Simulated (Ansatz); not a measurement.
Task: an atomisation energy of C3H2O, SMILES C#CC=O, with Ansatz 0.2.0 through its Python package. Give the script and its output. Level of theory (for the species named): PBE0, pcseg-2 basis, multiplicity 1.

```tsv
atom	x (Å)	y (Å)	z (Å)
C	-0.3283	1.0298	-1.0078
C	-0.0829	0.2276	-0.2192
C	0.2442	-0.7819	0.7293
O	-0.3160	-1.7905	0.8564
H	-0.6480	1.8096	-1.7514
H	1.1731	-0.5587	1.3466
```

`tae_c3h2o.py`:
```python
"""Atomisation energy of C3H2O at the given geometry."""

from collections import Counter

import ansatz as az


def energy_of(molecule, charge=0, unpaired=0):
    calc = (
        molecule.calculation()
        .basis(gaussian="pcseg-2")
        .functional("pbe0")
    )
    if charge:
        calc = calc.charge(charge)
    if unpaired:
        calc = calc.spin("collinear", total=unpaired)
    return calc.run(threads=1).report["free_energy_ev"]

GEOMETRY = """
C    -0.32830    1.02980   -1.00780
C    -0.08290    0.22760   -0.21920
C     0.24420   -0.78190    0.72930
O    -0.31600   -1.79050    0.85640
H    -0.64800    1.80960   -1.75140
H     1.17310   -0.55870    1.34660
"""


def main() -> None:
    system = az.Crystal.molecule()
    for line in GEOMETRY.strip().splitlines():
        symbol, *xyz = line.split()
        system = system.atom(symbol, [float(v) for v in xyz])

    # Hund ground states
    unpaired = {"C": 2, "O": 2, "H": 1}
    counts = Counter(site.symbol for site in system.cartesian_sites)
    atom_energy = {s: energy_of(az.Crystal.molecule().atom(s, (0, 0, 0)), 0, unpaired[s]) for s in counts}
    whole = energy_of(system, 0, 0)
    for s, e in atom_energy.items():
        print(f"{s:2s} x{counts[s]}  {e:14.5f} eV")
    print(f"C3H2O: {whole:.5f} eV")
    split = sum(counts[s] * e for s, e in atom_energy.items()) - whole
    print(f"atomisation energy (no zero-point term): {23.060548 * split:.1f} kcal/mol, {split / sum(counts.values()):.3f} eV an atom")


if __name__ == "__main__":
    main()
```

Output of `python tae_c3h2o.py`:
```text
C  x3     -1028.71373 eV
O  x1     -2041.31888 eV
H  x2       -13.63914 eV
C3H2O: -5183.35377 eV
atomisation energy (no zero-point term): 659.9 kcal/mol, 4.769 eV an atom
```

659.9 kcal/mol from the electronic energies, without the zero-point term.

What to keep in mind:
- Total energies depend on the basis set; only differences at equal settings carry meaning.
- The geometry is a force-field or estimated start, not a minimum of this method, and the basis set is short of its limit. All parts are taken at fixed geometry, without zero-point energy.
- It ran for 3.9 s on 1 thread of Arm Neoverse V1, on a shared host, peak memory 0.26 GiB.

(Lines on the test bed's own set-up are left out of the output.)
